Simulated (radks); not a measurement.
# Valence configurations of Yb

One table from this session's results is given with a row withheld; the runs are named, their logs left out.

Program: radks (a radial shooting solver on a logarithmic mesh, Libxc functionals) version 1. Level of theory: Dirac Kohn-Sham, PBE, spin-unpolarised, spherical densities, finite nucleus; open shells fill j = l - 1/2 first. These are calculated values, not measurements, unless marked.

## The system

```
element            : ytterbium (Z = 70)
charge             : 0
electrons          : 70
configuration      : [Xe] 4f14 6s2
nuclear rms radius : 5.3108 fm
others tried       : 4f14 6p2; 4f12 5d2 6s2; 4f14 5d1 6s1; 4f12 5d3 6s1; 4f11 5d4 6s1; 4f11 5d5; 4f11 5d4 6p1; 4f13 5d1 6s2; 4f13 6s2 6p1
```

The first run:

Input:

```text
Z 70
configuration [Xe] 4f14 6s2
relativity Dirac
functional pbe,pbe
spin unpolarised
j_filling energy
nucleus finite rms 5.3108 fm
c 137.035999084
```

Steps of the session up to this table: [Xe] 4f14 6s2.

One table of the session follows, with a row left open; its other results are not shown here.

It belongs to the step «[Xe] 4f14 6s2». Radial moments (bohr):

```
level     <r>  outermost maximum (interpolated)  90 % within  nodes
4d3/2       ?                                 ?            ?      ?
4d5/2  0.5649                             0.495        0.850      1
5s1/2   1.209                              1.07         1.75      4
5p1/2   1.369                              1.17         2.02      3
5p3/2   1.489                              1.26         2.21      3
6s1/2   3.926                              3.28         5.87      5
4f5/2  0.7780                             0.480         1.36      0
4f7/2  0.8042                             0.486         1.42      0
```

**Question.** Estimate the row for 4d3/2.

As computed: <r>: 0.5534; outermost maximum (interpolated): 0.486; 90 % within: 0.833; nodes: 1. In the column «<r>» it is the lowest.
